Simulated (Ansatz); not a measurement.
**CH₅BClNO: up Jacob's ladder to CCSD(T)**

An exercise on one series of results from a longer session: the logs are not shown, and one member is left open.

Method: functionals in def2-TZVPP, the program's frozen cores in correlated methods; program: Ansatz 0.2.0, Gaussian basis.

The runs, in order: LDA (SPW92), PBE-D4, revPBE-D4, BLYP-D4, r2SCAN-D4, B97M-V, PBE0-D4, B3LYP-D4, r2SCANh-D4, r2SCAN0-D4, HSE06-D4, BHLYP-D4, CAM-B3LYP-D4, LC-ωPBE, ωB97X-V, ωB97M-V, B2PLYP, PBE-QIDH; CCSD(T)/def2-SVP; CCSD(T)/def2-TZVPP; MP2/def2-QZVPP; extrapolation to the limit; RPA on PBE.

### Structure used throughout

All runs share one geometry, relaxed beforehand with PBE0-D4 in a triple-zeta def2 set.

SMILES `NCB(O)Cl`, 10 atoms, charge 0, spin multiplicity 1.

Atoms are counted from 1 here; the program's logs count them from 0.

Bond lengths: N1–C2 1.451 Å, N1–H6 1.012 Å, N1–H7 1.011 Å, C2–B3 1.572 Å, C2–H8 1.108 Å, C2–H9 1.099 Å, B3–O4 1.348 Å, B3–Cl5 1.767 Å, O4–H10 0.961 Å. Angles: C2–N1–H6 110.7°, C2–N1–H7 111.6°, H6–N1–H7 107.9°, N1–C2–B3 114.9°, N1–C2–H8 114.1°, N1–C2–H9 109.3°, B3–C2–H8 104.6°, B3–C2–H9 108.4°, H8–C2–H9 105.1°, C2–B3–O4 123.7°, C2–B3–Cl5 120.4°, O4–B3–Cl5 115.8°, B3–O4–H10 113.2°.

Geometry (Å):

```xyz
10
charge 0, multiplicity 1
N    -0.26427    1.36205    0.77394
C    -0.41523   -0.02124    0.36338
B     0.56130   -0.48153   -0.77928
O     0.30708   -1.51286   -1.60989
Cl    2.13339    0.29997   -0.98030
H     0.71437    1.61152    0.83565
H    -0.68473    1.52937    1.67769
H    -0.25580   -0.75491    1.17888
H    -1.44726   -0.18847    0.02610
H    -0.56565   -1.89511   -1.48328
```

The first run:

File in.yaml:

```yaml
crystal:
  periodic: [false, false, false]
  atoms:
    - {symbol: N, position_ang: [-0.264271, 1.362046, 0.773945]}
    - {symbol: C, position_ang: [-0.415229, -0.021238, 0.363384]}
    - {symbol: B, position_ang: [0.561300, -0.481528, -0.779275]}
    - {symbol: O, position_ang: [0.307078, -1.512864, -1.609891]}
    - {symbol: Cl, position_ang: [2.133390, 0.299975, -0.980297]}
    - {symbol: H, position_ang: [0.714368, 1.611521, 0.835646]}
    - {symbol: H, position_ang: [-0.684730, 1.529372, 1.677691]}
    - {symbol: H, position_ang: [-0.255797, -0.754908, 1.178880]}
    - {symbol: H, position_ang: [-1.447262, -0.188468, 0.026095]}
    - {symbol: H, position_ang: [-0.565648, -1.895109, -1.483277]}
basis:
  gaussian: {orbitals: def2-TZVPP}
hamiltonian: {xc: lda}
output: {orbitals: {seedname: orbitals}}
```

Among the steps run: LDA; PBE-D4 (GGA); revPBE-D4 (GGA); BLYP-D4 (GGA); r2SCAN-D4 (meta-GGA); B97M-V (meta-GGA); PBE0-D4 (hybrid); B3LYP-D4 (hybrid); r2SCANh-D4 (hybrid); r2SCAN0-D4 (hybrid); HSE06-D4 (hybrid); BHLYP-D4 (hybrid); CAM-B3LYP-D4 (range-separated); LC-ωPBE (range-separated); ωB97X-V (range-separated); ωB97M-V (range-separated); B2PLYP (double hybrid); PBE-QIDH (double hybrid).

One table of the session follows, with a row left open; its other results are not shown here.

It belongs to the step «Orbital energies across the functionals». 

```
  functional  HOMO (eV)  gap (eV)
 LDA (SPW92)      -5.54      4.29
      PBE-D4      -5.43      4.45
   revPBE-D4      -5.38      4.52
     BLYP-D4      -5.33      4.49
   r2SCAN-D4      -5.77      5.16
      B97M-V      -5.93      5.39
     PBE0-D4      -6.97      7.00
    B3LYP-D4      -6.72      6.52
  r2SCANh-D4      -6.34      6.08
  r2SCAN0-D4          ?         ?
    HSE06-D4      -6.56      6.20
    BHLYP-D4      -8.43      9.46
CAM-B3LYP-D4      -8.44      9.59
     LC-ωPBE      -9.84     12.23
     ωB97X-V      -9.49     11.74
     ωB97M-V      -9.39     11.19
```

Estimate the missing values for r2SCAN0-D4.

Worked estimate for «HOMO (eV)». Against the share of exact exchange, r2SCAN-D4 (0, -5.77), r2SCANh-D4 (0.1, -6.34) give a slope of -5.70 per unit share; at 0.25 the line stands at -7.19.

**Answer.** HOMO (eV): -7.20; gap (eV): 7.46. In «HOMO (eV)» the line misses by +0.01.
